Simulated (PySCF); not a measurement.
# C₂H₁₀B₃N: spin-spin couplings

Aim: predict the spin-spin couplings of C₂H₁₀B₃N (`BBNB(C)C`).

Programs: PySCF 2.14.0, with density-fitted response routines of our own. Each step states its level of theory. These are calculated values for one molecule in the gas phase, unless marked as measured. Atoms count from 0, in the outputs and in this text.

### Step 1. The molecule as given

16 atoms, charge 0, multiplicity 1; geometry from: GFN2-xTB.

Bonds of the start (Å): B0–B1 1.65, B1–N2 1.42, N2–B3 1.41, B3–C4 1.58, B3–C5 1.59, B0–H6 1.18, B0–H7 1.18, B1–H8 1.18, N2–H9 1.01, C4–H10 1.09, C4–H11 1.10, C4–H12 1.09, C5–H13 1.09, C5–H14 1.09, C5–H15 1.09.

### Step 2. Spin-spin couplings: B3LYP/pcJ-1

What the job is given:

```
{"job": {"kind": "j", "xc": "B3LYP", "basis": "pcJ-1"}, "charge": 0, "multiplicity": 1}
B      2.299494     0.531749     0.781845
B      1.757062    -0.398919    -0.464719
N      0.373226    -0.645732    -0.695830
B     -0.722940    -0.169624     0.055627
C     -0.463508     0.770505     1.301477
C     -2.202408    -0.591751    -0.339004
H      2.579290     1.666033     0.636103
H      2.671974     0.065517     1.797179
H      2.493733    -0.912160    -1.235917
H      0.143342    -1.233575    -1.487505
H     -0.889465     1.761470     1.152076
H      0.609644     0.901828     1.479312
H     -0.903014     0.375799     2.215954
H     -2.887294     0.253370    -0.321859
H     -2.590299    -1.309072     0.383941
H     -2.276434    -1.056495    -1.320563
```

Method: B3LYP/pcJ-1 indirect spin-spin coupling, non-relativistic, gas phase.

Launch:

```console
$ OMP_NUM_THREADS=1 python probes_run.py task.json out
```

The driver reads the jobs from task.json and runs them one after another.

The program printed:

```text
coarse grid: 12696 points
cycle   1  E = -211.4959706028  dE =  2.806e-01  |g| = 5.692e-01  |ddm| = 3.051e+00
cycle   2  E = -211.4628546094  dE =  3.312e-02  |g| = 6.896e-01  |ddm| = 9.829e-01
cycle   3  E = -211.5767947805  dE = -1.139e-01  |g| = 9.285e-02  |ddm| = 5.658e-01
cycle   4  E = -211.5784811121  dE = -1.686e-03  |g| = 4.285e-02  |ddm| = 9.320e-02
cycle   5  E = -211.5788635917  dE = -3.825e-04  |g| = 8.479e-03  |ddm| = 2.806e-02
cycle   6  E = -211.5788842972  dE = -2.071e-05  |g| = 1.917e-03  |ddm| = 9.187e-03
cycle   7  E = -211.5788852937  dE = -9.965e-07  |g| = 3.674e-04  |ddm| = 2.100e-03
final grid: 120752 points
cycle   8  E = -211.6174747717  dE = -9.777e-05  |g| = 8.529e-03  |ddm| = 2.146e-02
cycle   9  E = -211.6174620844  dE =  1.269e-05  |g| = 1.146e-02  |ddm| = 1.238e-02
cycle  10  E = -211.6174903639  dE = -2.828e-05  |g| = 1.272e-03  |ddm| = 7.331e-03
cycle  11  E = -211.6174906693  dE = -3.054e-07  |g| = 5.550e-04  |ddm| = 1.174e-03
cycle  12  E = -211.6174907345  dE = -6.522e-08  |g| = 8.562e-05  |ddm| = 3.499e-04
cycle  13  E = -211.6174907367  dE = -2.202e-09  |g| = 1.526e-05  |ddm| = 9.084e-05
cycle  14  E = -211.6174907368  dE = -5.923e-11  |g| = 4.581e-06  |ddm| = 1.680e-05
converged SCF energy = -211.6174907368

Indirect spin-spin couplings (Hz)
  i      j    bonds     total        FC       PSO       DSO        SD
  0 B    1 B    1     78.046    78.903    -1.455     0.189     0.409
  0 B    2 N    2     -1.300    -1.497     0.167     0.003     0.027
  0 B    3 B    3      1.964     2.020    -0.047     0.010    -0.019
  0 B    4 C    4      2.113     1.751     0.178     0.054     0.129
  0 B    6 H    1    119.689   121.017    -2.034     0.336     0.371
  0 B    7 H    1    119.916   121.248    -2.035     0.335     0.367
  0 B    8 H    2     17.182    17.259     0.128    -0.255     0.050
  0 B    9 H    3      7.234     7.131     0.671    -0.624     0.056
  0 B   11 H    5      2.039     0.251     0.133     1.088     0.567
  1 B    2 N    1    -19.320   -22.002     2.915    -0.080    -0.153
  1 B    3 B    2      2.747     2.409     0.282    -0.103     0.159
  1 B    4 C    3      3.104     3.185    -0.080     0.003    -0.004
  1 B    5 C    3      3.136     3.011     0.168    -0.089     0.047
  1 B    6 H    2      3.144     3.179     0.048    -0.162     0.080
  1 B    7 H    2      3.289     3.325     0.050    -0.165     0.079
  1 B    8 H    1    116.629   117.067    -1.451     0.700     0.313
  1 B    9 H    2     -3.768    -2.479    -0.434    -0.783    -0.072
  1 B   11 H    4     -0.741    -0.561    -0.475     0.340    -0.045
  1 B   13 H    4      0.393     0.447     0.317    -0.370    -0.000
  2 N    3 B    1    -24.292   -26.756     2.751    -0.103    -0.184
  2 N    4 C    2     -3.562    -3.763     0.187    -0.001     0.015
  2 N    5 C    2     -1.949    -2.165     0.214     0.001     0.002
  2 N    6 H    3     -0.534    -0.635     0.016     0.062     0.023
  2 N    7 H    3     -0.554    -0.654     0.014     0.062     0.023
  2 N    8 H    2      0.028    -0.488     0.452     0.062     0.001
  2 N    9 H    1    -74.656   -71.481    -2.566    -0.322    -0.287
  2 N   10 H    3     -1.345    -1.418    -0.032     0.103     0.002
  2 N   11 H    3     -2.711    -2.868     0.191    -0.046     0.013
  2 N   12 H    3     -1.961    -2.034    -0.046     0.115     0.004
  2 N   13 H    3     -2.311    -2.362    -0.080     0.127     0.003
  2 N   14 H    3     -0.677    -0.726    -0.038     0.087     0.000
  2 N   15 H    3     -2.267    -2.366     0.099    -0.026     0.025
  3 B    4 C    1     56.598    57.643    -1.736     0.235     0.456
  3 B    5 C    1     54.718    55.681    -1.644     0.225     0.455
  3 B    8 H    3      7.201     7.212     0.511    -0.514    -0.008
  3 B    9 H    2     -1.634    -0.447    -0.471    -0.632    -0.083
  3 B   10 H    2     -4.241    -4.254    -0.012    -0.118     0.143
  3 B   11 H    2     -5.451    -5.207    -0.242    -0.064     0.062
  3 B   12 H    2     -3.965    -3.908    -0.048    -0.133     0.124
  3 B   13 H    2     -4.610    -4.476    -0.095    -0.144     0.105
  3 B   14 H    2     -4.601    -4.725     0.049    -0.100     0.175
  3 B   15 H    2     -5.335    -5.046    -0.138    -0.204     0.053
  4 C    5 C    2      9.061     9.249    -0.186    -0.002         -
  4 C    6 H    5      1.565     1.553     0.001     0.011         -
  4 C    7 H    5      1.809     1.801     0.002     0.006         -
  4 C    8 H    4      3.105     3.122     0.240    -0.256         -
  4 C    9 H    3      7.024     7.083     0.460    -0.519         -
  4 C   10 H    1    126.912   124.876     1.460     0.576         -
  4 C   11 H    1    111.112   108.253     2.087     0.772         -
  4 C   12 H    1    128.549   126.542     1.434     0.573         -
  4 C   13 H    3      1.141     1.155    -0.024     0.009         -
  4 C   14 H    3     -0.241    -0.216     0.048    -0.073         -
  4 C   15 H    3      6.602     6.632     0.326    -0.356         -
  5 C    8 H    4     -0.311    -0.318     0.224    -0.217         -
  5 C    9 H    3      4.173     4.295    -0.193     0.072         -
  5 C   10 H    3      0.167     0.197     0.031    -0.061         -
  5 C   11 H    3      5.685     5.723     0.292    -0.330         -
  5 C   12 H    3      0.442     0.464     0.009    -0.030         -
  5 C   13 H    1    123.795   121.498     1.755     0.542         -
  5 C   14 H    1    119.322   116.907     1.866     0.549         -
  5 C   15 H    1    124.246   121.966     1.726     0.554         -
  6 H    7 H    2    -13.672   -13.394     1.624    -1.901         -
  6 H    8 H    3     -1.159    -1.127     0.886    -0.918         -
  6 H    9 H    4     -0.514    -0.429     1.437    -1.522         -
  6 H   10 H    6     -0.315    -0.287    -0.019    -0.009         -
  6 H   11 H    6     -1.567    -1.848    -1.143     1.425         -
  6 H   14 H    6      0.307     0.361     0.673    -0.727         -
  7 H    8 H    3     -1.151    -1.118     0.889    -0.922         -
  7 H    9 H    4     -0.421    -0.336     1.435    -1.520         -
  7 H   11 H    6     -1.977    -2.265    -1.241     1.529         -
  7 H   12 H    6     -0.405    -0.370     0.108    -0.142         -
  7 H   13 H    6      0.288     0.340     0.642    -0.693         -
  7 H   14 H    6      0.292     0.336     0.380    -0.424         -
  8 H    9 H    3     11.529    11.845    -0.227    -0.089         -
  8 H   10 H    5     -0.181    -0.093     1.028    -1.116         -
  8 H   14 H    5     -0.188    -0.118     0.792    -0.863         -
  9 H   10 H    4     -0.229    -0.107     1.672    -1.794         -
  9 H   13 H    4     -0.428    -0.318     1.144    -1.254         -
  9 H   14 H    4     -0.639    -0.531     0.609    -0.717         -
  9 H   15 H    4     -0.351    -0.413    -1.761     1.822         -
 10 H   11 H    2    -13.783   -14.042     2.437    -2.178         -
 10 H   12 H    2    -18.684   -18.851     2.745    -2.578         -
 10 H   13 H    4      0.864     0.864    -0.710     0.709         -
 10 H   14 H    4      1.569     1.656     0.834    -0.920         -
 10 H   15 H    4     -0.301    -0.217     1.143    -1.226         -
 11 H   12 H    2    -13.222   -13.474     2.469    -2.217         -
 11 H   13 H    4      0.338     0.408     1.206    -1.276         -
 11 H   14 H    4     -0.321    -0.244     1.105    -1.182         -
 11 H   15 H    4      2.238     2.330     1.353    -1.445         -
 12 H   13 H    4      0.417     0.481     0.178    -0.241         -
 12 H   14 H    4      1.220     1.236    -0.545     0.529         -
 12 H   15 H    4      0.278     0.359     1.351    -1.432         -
 13 H   14 H    2    -19.325   -19.502     2.777    -2.600         -
 13 H   15 H    2    -12.993   -13.139     2.865    -2.718         -
 14 H   15 H    2    -15.715   -15.879     2.816    -2.651         -
```

It took 46 s on 1 thread of Intel Xeon 6975P-C, shared host; peak memory 1.1 GiB.

A choice of the couplings up to four bonds, sorted by the number of bonds, with means over like pairs; isotopes 11B, 13C, 1H, 15N:

```tsv
pair	bonds	J (Hz)	Fermi contact (Hz)	dihedral (°)
C4–H10	1	122.3	120.0	–
B0–H6	1	119.8	121.1	–
B1–H8	1	116.6	117.1	–
B0–B1	1	78.0	78.9	–
N2–H9	1	-74.7	-71.5	–
B3–C4	1	55.7	56.7	–
N2–B3	1	-24.3	-26.8	–
B1–N2	1	-19.3	-22.0	–
B0–H8	2	17.2	17.3	–
H10–H11	2	-15.6	-15.8	–
H6–H7	2	-13.7	-13.4	–
C4–C5	2	9.1	9.2	–
B3–H10	2	-4.7	-4.6	–
B1–H9	2	-3.8	-2.5	–
B1–H6	2	3.2	3.3	–
N2–C4	2	-2.8	-3.0	–
B1–B3	2	2.7	2.4	–
H8–H9	3	11.5	11.8	0
B0–H9	3	7.2	7.1	-180
B3–H8	3	7.2	7.2	180
C4–H9	3	5.6	5.7	–
B1–C4	3	3.1	3.1	–
C4–H13	3	2.3	2.3	–
B0–B3	3	2.0	2.0	0
N2–H10	3	-1.9	-2.0	–
H6–H8	3	-1.2	-1.1	83
C4–H8	4	1.4	1.4	–
B0–C4	4	1.1	0.9	–
```

The spin-dipole term was solved for some atoms only; pairs without it lack that part.

Quadrupole couplings from the field gradients of the same density:

```tsv
atom	isotope	eQq/h (MHz)	η
B0	11B	6.045	0.18
B1	11B	4.728	0.33
B3	11B	4.404	0.13
N2	14N	1.554	0.14
```

### Step 3. What came out

| quantity | value |
| --- | --- |
| largest coupling of the table (B3LYP/pcJ-1) | 1J(C,H) C4–H10, 122.3 Hz |

In the run at B3LYP/pcJ-1, the largest coupling of the table is C4–H10 (mean over like pairs), 122.3 Hz, of which the Fermi-contact term gives 120.0 Hz. Couplings across rotatable bonds belong to this one conformer; where others are populated, the observed values are averages.
